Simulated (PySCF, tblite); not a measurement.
# C5H10F2SeSi: geometry, infrared bands and NMR shifts

What infrared bands and NMR shifts should C5H10F2SeSi (`F[C@@H]1CCC[SiH2][Se][C@H]1F`) show?

Programs: tblite 0.8.0 and PySCF 2.14.0, with density-fitted response routines of our own. Each step states its level of theory. These are calculated values for one molecule in the gas phase, unless marked as measured. Atoms count from 0, in the outputs and in this text.

## Step 1: The starting structure

19 atoms, charge 0, multiplicity 1; geometry from: force field or distance geometry start.

Bonds of the start (Å): F0–C1 1.39, C1–C2 1.50, C2–C3 1.52, C3–C4 1.48, C4–Si5 1.84, Si5–Se6 2.30, Se6–C7 1.95, C7–F8 1.37, C7–C1 1.52, C1–H9 1.12, C2–H10 1.12, C2–H11 1.12, C3–H12 1.12, C3–H13 1.12, C4–H14 1.11, C4–H15 1.11, Si5–H16 1.47, Si5–H17 1.47, C7–H18 1.11.

## Step 2: Geometry optimisation with GFN2-xTB

What the job is given:

```
{"job": {"kind": "relax", "xc": "GFN2-xTB", "basis": "xTB"}, "charge": 0, "multiplicity": 1}
F      1.824500    -1.236400     1.725100
C      1.121100    -0.487300     0.791600
C      0.406700    -1.348500    -0.204700
C     -1.075400    -1.033700    -0.115000
C     -1.493000     0.228700    -0.760900
Si    -1.087800     1.778300     0.145100
Se     1.169800     2.218400     0.181200
C      2.037800     0.480900     0.055400
F      3.318500     0.481800     0.542400
H      0.364100     0.103200     1.364400
H      0.790500    -1.181800    -1.240500
H      0.565500    -2.432400     0.014400
H     -1.391200    -1.142400     0.955500
H     -1.587800    -1.870400    -0.659500
H     -1.061800     0.311500    -1.780500
H     -2.598700     0.197900    -0.882700
H     -1.666200     1.852900     1.496300
H     -1.660100     2.898500    -0.623700
H      2.013700     0.190200    -1.011200
```

Run with:

```
$ OMP_NUM_THREADS=1 python probes_run.py task.json out
```

The driver reads the jobs from task.json and runs them one after another.

**Question.** This job is followed by: GFN2-xTB harmonic vibrations, gas phase; GIAO PBE0/pcSseg-1 NMR shielding, non-relativistic, gas phase. What will the session give for the following? strongest single infrared mode (GFN2-xTB); zero-point energy (GFN2-xTB); 13C shifts against TMS (PBE0/pcSseg-1); 1H shifts against TMS (PBE0/pcSseg-1); 19F shifts against CFCl3 (PBE0/pcSseg-1); 29Si shifts against TMS (PBE0/pcSseg-1); 77Se shifts against Me2Se (PBE0/pcSseg-1).

**Answer**, as computed:

| quantity | value |
| --- | --- |
| strongest single infrared mode (GFN2-xTB) | 770 cm⁻¹, 231 km/mol |
| zero-point energy (GFN2-xTB) | 87.5 kcal/mol |
| 13C shifts against TMS (PBE0/pcSseg-1) | 108.0, 104.5, 37.7, 30.6, 19.0 ppm |
| 1H shifts against TMS (PBE0/pcSseg-1) | 6.40, 5.33, 4.92, 4.83, 2.56, 2.42, 2.08, 1.75, 1.19, 0.93 ppm |
| 19F shifts against CFCl3 (PBE0/pcSseg-1) | -174.9, -182.9 ppm |
| 29Si shifts against TMS (PBE0/pcSseg-1) | -28.9 ppm |
| 77Se shifts against Me2Se (PBE0/pcSseg-1) | -17 ppm |

In words: The optimisation took 108 steps and gained 0.818 eV; among the close pairs (by a distance rule), C4–Si5 changed most, from 1.840 to 1.910 Å. No mode is imaginary among the 51: a minimum at this level. The strongest single mode, at 770 cm⁻¹, is spread over many atoms; the largest shares are those of H15, C4. GFN2-xTB is a fitted tight-binding method: band positions and strengths are rough. Its intensities can rank the bands wrongly. C7 (sp3 CH bonded to F and Se) lies farthest downfield among carbon, at 108.0 ppm; deshielded by the electronegative neighbour. H18 (hydrogen on an sp3 CH bonded to F and Se) lies farthest downfield among hydrogen, at 6.40 ppm; its carbon carries F, which withdraws density. At PBE0/pcSseg-1: The largest span, 1150 ppm, is at Se6, where the paramagnetic term is -1227 ppm. Spin-orbit coupling is left out, which matters for shieldings and couplings at and beside the heavy atoms.
